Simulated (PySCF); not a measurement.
# C₃H₉ClSi: electronic excitations and core binding energies

What electronic excitations and core binding energies should C₃H₉ClSi (`CC(C)([SiH3])Cl`) show?

Programs: PySCF 2.14.0, with density-fitted response routines of our own. Each step states its level of theory. These are calculated values for one molecule in the gas phase, unless marked as measured. Atoms are numbered from 0 throughout.

### Step 1. The molecule as given

14 atoms, charge 0, multiplicity 1; geometry from: GFN2-xTB.

Bonds of the start (Å): C0–C1 1.52, C1–C2 1.52, C1–Si3 1.92, C1–Cl4 1.82, C0–H5 1.09, C0–H6 1.09, C0–H7 1.09, C2–H8 1.09, C2–H9 1.09, C2–H10 1.09, Si3–H11 1.46, Si3–H12 1.46, Si3–H13 1.47.

### Step 2. Excited states and response: CAM-B3LYP/def2-SVPD

Job settings and geometry (Å):

```
{"job": {"kind": "uv", "xc": "CAM-B3LYP", "basis": "def2-SVPD", "nstates": 8, "ntriplets": 3}, "charge": 0, "multiplicity": 1}
C     -0.572498     1.017429    -0.977393
C     -0.183420     0.198889     0.239843
C     -1.047846    -1.043138     0.355765
Si     1.696884    -0.175901     0.332551
Cl    -0.500994     1.220797     1.705841
H     -0.373428     0.440192    -1.878902
H      0.000220     1.940550    -1.025160
H     -1.631885     1.271800    -0.954899
H     -0.859972    -1.694138    -0.496640
H     -0.820014    -1.592584     1.266162
H     -2.106162    -0.783374     0.367519
H      2.407632     1.097921     0.288820
H      1.947040    -0.893235     1.578731
H      2.043765    -1.005680    -0.824403
```

With the program's defaults for keys left out, this is: TDDFT CAM-B3LYP/def2-SVPD, vertical, gas phase, core orbitals frozen in the response.

Started as:

```
$ OMP_NUM_THREADS=1 python probes_run.py task.json out
```

This one command runs all jobs of the session in turn.

**Question.** This job is followed by: delta-SCF UKS SCAN, pcX-2 on the ionised atom, pcseg-1 elsewhere, spin-free X2C. What will the session give for the following? lowest singlet (CAM-B3LYP/def2-SVPD); brightest single state of those computed; lowest triplet; surface potential, 1st and 99th percentile; C1s binding energies, SCAN/pcX-2; Si1s binding energies, SCAN/pcX-2; Si2p binding energies, SCAN/pcX-2; Cl1s binding energies, SCAN/pcX-2; Cl2p binding energies, SCAN/pcX-2.

The runs gave:

| quantity | value |
| --- | --- |
| lowest singlet (CAM-B3LYP/def2-SVPD) | 6.82 eV (182 nm), f = 0.016 |
| brightest single state of those computed | state 5, 8.19 eV, f = 0.203 |
| lowest triplet | 6.14 eV |
| surface potential, 1st and 99th percentile | -0.75 V and 1.07 V |
| C1s binding energies, SCAN/pcX-2 | C1 291.71, C0 290.88 eV |
| Si1s binding energies, SCAN/pcX-2 | Si3 1846.45 eV |
| Si2p binding energies, SCAN/pcX-2 | Si3 106.97 eV |
| Cl1s binding energies, SCAN/pcX-2 | Cl4 2828.00 eV |
| Cl2p binding energies, SCAN/pcX-2 | Cl4 205.98 eV |

The lowest singlet, at 6.82 eV, is HOMO→LUMO+1 0.59, HOMO→LUMO+2 0.24 and is weak; of the 8 states computed, the strongest absorption comes from state 5 at 8.19 eV. The lowest triplet lies 0.68 eV below the lowest singlet (triplets in Tamm-Dancoff, singlets in full TDDFT). C1 (fully substituted sp3 carbon bonded to Cl and Si) binds its C1s electron 0.84 eV more tightly than C0 (methyl carbon).
